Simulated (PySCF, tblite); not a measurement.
# C5H10O4S: infrared bands and NMR shifts

Wanted: the infrared bands and NMR shifts of C5H10O4S (`COCO[C@H]1CCS1(=O)=O`), by calculation.

The runs use tblite 0.8.0 and PySCF 2.14.0, with density-fitted response routines of our own; the level of theory stands in each step. All values are computed, except where a source is named. Atoms count from 0, in the outputs and in this text.

### Step 1. The starting structure

20 atoms, charge 0, multiplicity 1; geometry from: GFN2-xTB.

Bonds of the start (Å): C0–O1 1.42, O1–C2 1.39, C2–O3 1.41, O3–C4 1.39, C4–C5 1.53, C5–C6 1.53, C6–S7 1.84, S7–O8 1.44, S7–O9 1.44, S7–C4 1.86, C0–H10 1.09, C0–H11 1.10, C0–H12 1.09, C2–H13 1.10, C2–H14 1.10, C4–H15 1.09, C5–H16 1.09, C5–H17 1.09, C6–H18 1.08, C6–H19 1.08.

### Step 2. Infrared spectrum with GFN2-xTB

Job settings and geometry (Å):

```
{"job": {"kind": "ir", "xc": "GFN2-xTB", "basis": "xTB"}, "charge": 0, "multiplicity": 1}
C      3.098084    -0.509141     0.746049
O      1.980164    -1.343278     0.504678
C      1.187536    -0.923548    -0.552113
O      0.479896     0.265910    -0.273371
C     -0.492630     0.119407     0.704451
C     -1.283382     1.414316     0.909146
C     -2.476986     1.155102    -0.010612
S     -2.040092    -0.630421    -0.013032
O     -1.889315    -1.203123    -1.321120
O     -2.803994    -1.365091     0.955501
H      3.632379    -0.950004     1.583838
H      3.749772    -0.474488    -0.133445
H      2.786919     0.508470     0.999253
H      0.489223    -1.741072    -0.765202
H      1.786017    -0.685875    -1.443113
H     -0.112814    -0.374392     1.603211
H     -1.595656     1.507270     1.947352
H     -0.695019     2.285575     0.624599
H     -2.353763     1.559711    -1.008298
H     -3.451487     1.395349     0.396770
```

**Question.** This job is followed by: GIAO PBE0/pcSseg-1 NMR shielding, non-relativistic, gas phase. What will the session give for the following? strongest single infrared mode (GFN2-xTB); zero-point energy (GFN2-xTB); 13C shifts against TMS (PBE0/pcSseg-1); 1H shifts against TMS (PBE0/pcSseg-1, means over atoms taken as alike); 17O shifts against H2O (PBE0/pcSseg-1); 33S shifts against CS2 (PBE0/pcSseg-1).

As calculated:

| quantity | value |
| --- | --- |
| strongest single infrared mode (GFN2-xTB) | 1256 cm⁻¹, 426 km/mol |
| zero-point energy (GFN2-xTB) | 96.1 kcal/mol |
| 13C shifts against TMS (PBE0/pcSseg-1) | 110.7, 99.8, 70.2, 58.0, 19.5 ppm |
| 1H shifts against TMS (PBE0/pcSseg-1, means over atoms taken as alike) | 5.69, 5.54, 4.78, 4.02, 3.79, 3.55, 2.30, 2.00 ppm |
| 17O shifts against H2O (PBE0/pcSseg-1) | 249.3, 218.6, 105.7, 47.7 ppm |
| 33S shifts against CS2 (PBE0/pcSseg-1) | 320 ppm |

In words: All 54 modes are real, so the xTB geometry is a minimum. The strongest single mode, at 1256 cm⁻¹, has its largest shares on S7, O9 and O8 (the list is cut at 3 atoms). Unscaled tight-binding wavenumbers are off by several per cent, some by more. Its intensities can rank the bands wrongly. The most deshielded carbon is C4 (sp3 CH bonded to O and S), at 110.7 ppm: pulled downfield by the heteroatom. The most deshielded hydrogen is H15 (hydrogen on an sp3 CH bonded to O and S), at 5.69 ppm: its carbon carries O, an electronegative neighbour. At PBE0/pcSseg-1: The widest tensor belongs to S7: span 294 ppm, with a paramagnetic part of -867 ppm.
